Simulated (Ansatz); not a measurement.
## InPt, space group R-3m: a comparison of functionals at one structure

Computed with the Ansatz DFT code, driven from Python.

The script, `inpt_xc.py`:
```python
# -*- coding: utf-8 -*-
"""Functional comparison for InPt (totals differ with the potentials too)."""

import csv

import ansatz as az

crystal = (
    az.Lattice.of([1.58244306, 0.91362393, 4.32863445], [-1.58244306, 0.91362393, 4.32863445], [0.0, -1.82724786, 4.32863445])
    .atom("In", [0.5, 0.5, 0.5])
    .atom("Pt", [0.0, 0.0, 0.0])
)

model = crystal.calculation()
model = model.basis(420)
model = model.kpoints(density=4.1)
model = model.occupations(az.OccupationsMethod.FERMI_DIRAC, width=0.05)
model = model.stress()

rows = []
for value in ["pbesol", "blyp", "r2scan"]:
    summary = model.functional(value).run(threads=1, backend="cpu").report
    rows.append((value, summary["free_energy_ev"] / len(summary["lattice"]["sites"]), summary["n_iterations"], sum(summary["stress_gpa"][i][i] for i in range(3)) / 3, summary["n_kpoints"]))

with open("xc.csv", "w", newline="") as handle:
    writer = csv.writer(handle)
    writer.writerow(["functional", "F/atom (eV)", "iterations", "P (GPa)", "k-points"])
    writer.writerows([round(v, 5) if isinstance(v, float) else v for v in row] for row in rows)
print(open("xc.csv").read())
```

```console
$ python inpt_xc.py
DeckWarning: basis.ecutwfc = 420 eV is below the records' recommended 500 eV, and the density's cutoff is lower with it unless basis.ecutrho_ratio is high enough to keep the records' density cutoff: compare with a run at a higher cutoff
functional,F/atom (eV),iterations,P (GPa),k-points
pbesol,-8954.86255,7,-6.79742,116
blyp,-9081.61273,7,7.81498,116
r2scan,-9074.63125,7,-4.3852,116
```
(Warnings from the package without file and line.)

Reading the output:
- The cutoff lies under the one recommended for these potentials in some of the runs.
- The run is spin-unpolarised.
- Under the recommended cutoff a pressure can be off by several GPa, even in sign.
- BLYP can be off by several per cent in the lattices of metals, and by several GPa in the pressure at a fixed cell.
- The mesh is modest for a metal, so energies can be off by several to tens of meV an atom and pressures by half a GPa or more; differences at equal mesh fare better.
- Pressure is positive in compression.
- Spin-orbit coupling, which matters for elements this heavy, is left out.
- The structure comes from a database of computed cells and needn't be a stable or known phase.
- Total energies of different functionals can't be compared; pressures, moments and gaps at this one structure can.
- Timing: 18 s on 1 thread of Arm Neoverse V1, on a shared host, peak memory 0.51 GiB.
